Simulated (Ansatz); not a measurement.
# P: the cost of one run

Method: DFT PBE, scalar-relativistic, plane waves, PAW, and further levels as typed in the inputs, in Ansatz 0.2.0.

### 1 The starting structure

Symmetry: Pbcm, No. 57, orthorhombic system. Conventional cell: a = 33.857 Å, b = 4.379 Å, c = 3.316 Å, α = 90.00°, β = 90.00°, γ = 90.00°. Around P (site symmetry m) lie 3 P at 2.22 to 2.24 Å.

Coordinates:

```
P
1.0
     3.31640    0.00000    0.00000
     0.00000    0.00000    4.37930
     0.00000   33.85680    0.00000
P
16
Direct
  0.00000 0.58068 0.23629
  0.50000 0.91932 0.23629
  0.00000 0.41932 0.29922
  0.50000 0.08068 0.29922
  0.50000 0.58068 0.39112
  0.00000 0.91932 0.39112
  0.00000 0.08068 0.45405
  0.50000 0.41932 0.45405
  0.00000 0.58068 0.54595
  0.50000 0.91932 0.54595
  0.00000 0.41932 0.60888
  0.50000 0.08068 0.60888
  0.50000 0.58068 0.70078
  0.00000 0.91932 0.70078
  0.00000 0.08068 0.76371
  0.50000 0.41932 0.76371
```

### 2 Single point: P16 sheet, no spin

Input file input.yaml:

```yaml
crystal:
  lattice:
    - [3.3164, 0.0, 0.0]
    - [0.0, 0.0, 4.3793]
    - [0.0, 33.8568, 0.0]
  atoms:
    - { symbol: P, position: [0.0, 0.58068, 0.23629] }
    - { symbol: P, position: [0.5, 0.91932, 0.23629] }
    - { symbol: P, position: [0.0, 0.41932, 0.299224] }
    - { symbol: P, position: [0.5, 0.08068, 0.299224] }
    - { symbol: P, position: [0.5, 0.58068, 0.391118] }
    - { symbol: P, position: [0.0, 0.91932, 0.391118] }
    - { symbol: P, position: [0.0, 0.08068, 0.454053] }
    - { symbol: P, position: [0.5, 0.41932, 0.454053] }
    - { symbol: P, position: [0.0, 0.58068, 0.545947] }
    - { symbol: P, position: [0.5, 0.91932, 0.545947] }
    - { symbol: P, position: [0.0, 0.41932, 0.608882] }
    - { symbol: P, position: [0.5, 0.08068, 0.608882] }
    - { symbol: P, position: [0.5, 0.58068, 0.700776] }
    - { symbol: P, position: [0.0, 0.91932, 0.700776] }
    - { symbol: P, position: [0.0, 0.08068, 0.76371] }
    - { symbol: P, position: [0.5, 0.41932, 0.76371] }
scf:
  occupations: { method: gaussian, width: 0.03 }
output:
  eigenstates:
    kpoints:
      - [0.0, 0.0, 0.0]
      - [0.012, 0.0, 0.0]
      - [0.024, 0.0, 0.0]
      - [0.036, 0.0, 0.0]
      - [0.048, 0.0, 0.0]
      - [0.06, 0.0, 0.0]
      - [0.072, 0.0, 0.0]
      - [0.084, 0.0, 0.0]
      - [0.096, 0.0, 0.0]
      - [0.0, 0.008, 0.0]
      - [0.0, 0.016, 0.0]
      - [0.0, 0.024, 0.0]
      - [0.0, 0.032, 0.0]
      - [0.0, 0.04, 0.0]
      - [0.0, 0.048, 0.0]
      - [0.0, 0.056, 0.0]
      - [0.0, 0.064, 0.0]
hamiltonian:
  xc: pbe
kpoints:
  mp_grid: { grid: [10, 8, 1] }
```

On the command line:

```bash
$ ansatz run input.yaml --threads 4 --pin off --max-ram 10240MiB --backend cpu --events-out ev --progress --plain --runs-dir out
```

Q: Estimate wall time and peak memory on 4 threads of Intel Xeon Platinum 8488C (Sapphire Rapids), shared host.

About 13 s, with a peak of 1.4 GiB.
